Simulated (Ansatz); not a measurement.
# LaAgSO (P4/nmm): scan of one input key

Wanted for LaAgSO (P4/nmm): a scan of one input key.

Computed with Ansatz 0.2.0 through its Python package. Level of theory: DFT r2SCAN, plane waves, PAW.

## Step 1: The structure

Symmetry: P4/nmm, No. 129, tetragonal system. The conventional cell has a = 4.067 Å, b = 4.067 Å, c = 9.063 Å, α = 90.00°, β = 90.00°, γ = 90.00°. Around La (site symmetry 4mm) lie 4 O at 2.38 Å. Ag (site symmetry -4m2) is surrounded by 4 S at 2.69 Å and 4 Ag at 2.88 Å. Around S (site symmetry 4mm) lie 4 Ag at 2.69 Å. O (site symmetry -4m2) has 4 La at 2.38 Å as nearest neighbours.

The script holds or builds the structure itself.

## Step 2: The script

Input file laagso.py:

```python
"""Keys set on an Input object, for LaAgSO."""

import warnings

import ansatz as az

config = {
    "kmesh": (6, 6, 2),
    "filling": "fixed",
}

warnings.simplefilter("ignore", az.DeckWarning)

laagso = (
    az.Lattice.of((4.067, 0.0, 0.0), (0.0, 4.067, 0.0), (0.0, 0.0, 9.063))
    .atom("La", (0.5, 0.0, 0.13612))
    .atom("La", (0.0, 0.5, 0.86388))
    .atom("Ag", (0.0, 0.0, 0.5))
    .atom("Ag", (0.5, 0.5, 0.5))
    .atom("S", (0.5, 0.0, 0.69432))
    .atom("S", (0.0, 0.5, 0.30568))
    .atom("O", (0.0, 0.0, 0.0))
    .atom("O", (0.5, 0.5, 0.0))
)

setup = (
    laagso.calculation()
    .functional(az.Functional.R2SCAN)
    .basis(37 * az.Ry)
    .kpoints(*config["kmesh"])
    .occupations(config["filling"])
    .band_table()
)
typed = setup.input()
rows = []
for value in [2, 6, 12]:
    edited = typed.set(az.key.scf.n_extra_bands, value)
    data = az.Session.from_dict(edited).plan().execute().report
    rows.append((value, data["free_energy_ev"], data["n_iterations"], len(data["eigenvalues_ev"][0]) if "eigenvalues_ev" in data else 0))
lines = [",".join(["extra bands", "F eV", "iterations", "bands listed"])] + [",".join(f"{v:.4f}" if isinstance(v, float) else str(v) for v in row) for row in rows]
print("\n".join(lines))
with open("edit.csv", "w") as handle:
    handle.write("\n".join(lines) + "\n")
print(edited.to_yaml())
```

## Step 3: Launch

On the command line:

```
$ python laagso.py
```

Standard output:

```text
extra bands,F eV,iterations,bands listed
2,-30698.6442,8,44
6,-30698.6442,8,48
12,-30698.6442,8,54
crystal:
  lattice:
    - [4.067, 0.0, 0.0]
    - [0.0, 4.067, 0.0]
    - [0.0, 0.0, 9.063]
  atoms:
    - { symbol: La, position: [0.5, 0.0, 0.13612] }
    - { symbol: La, position: [0.0, 0.5, 0.86388] }
    - { symbol: Ag, position: [0.0, 0.0, 0.5] }
    - { symbol: Ag, position: [0.5, 0.5, 0.5] }
    - { symbol: S, position: [0.5, 0.0, 0.69432] }
    - { symbol: S, position: [0.0, 0.5, 0.30568] }
    - { symbol: O, position: [0.0, 0.0, 0.0] }
    - { symbol: O, position: [0.5, 0.5, 0.0] }
basis:
  ecutwfc: 503.410645550778
kpoints:
  mp_grid:
    grid: [6, 6, 2]
hamiltonian:
  xc: r2scan
scf:
  occupations:
    method: fixed
  n_extra_bands: 12
output:
  eigenvalues: true
```

Run time: 59 s. Hardware: 1 thread of Arm Neoverse V2, shared host; peak memory 0.77 GiB.

## Step 4: Run by run

The 3 runs, in the order started:

| run | scf.n_extra_bands | energy from run 3 (meV/atom) | gap on the mesh (eV) | SCF cycles | CPU time (s) |
| --- | --- | --- | --- | --- | --- |
| 1 | 2 | 0.00 | 1.78 | 8 | 18 |
| 2 | 6 | 0.00 | 1.78 | 8 | 20 |
| 3 | 12 | 0.00 | 1.78 | 8 | 19 |

## Step 5: Outcome

```
                              quantity           value
                         runs compared               3
       last run but one, from the last  -0.00 meV/atom
within 5 meV/atom of the last run from               2
```

What this shows: From scf.n_extra_bands 2 on, the energy stays within 1 meV/atom of the last run. Reading the output:
- Semilocal functionals put the empty 4f levels of La too low, which can move the conduction edge.
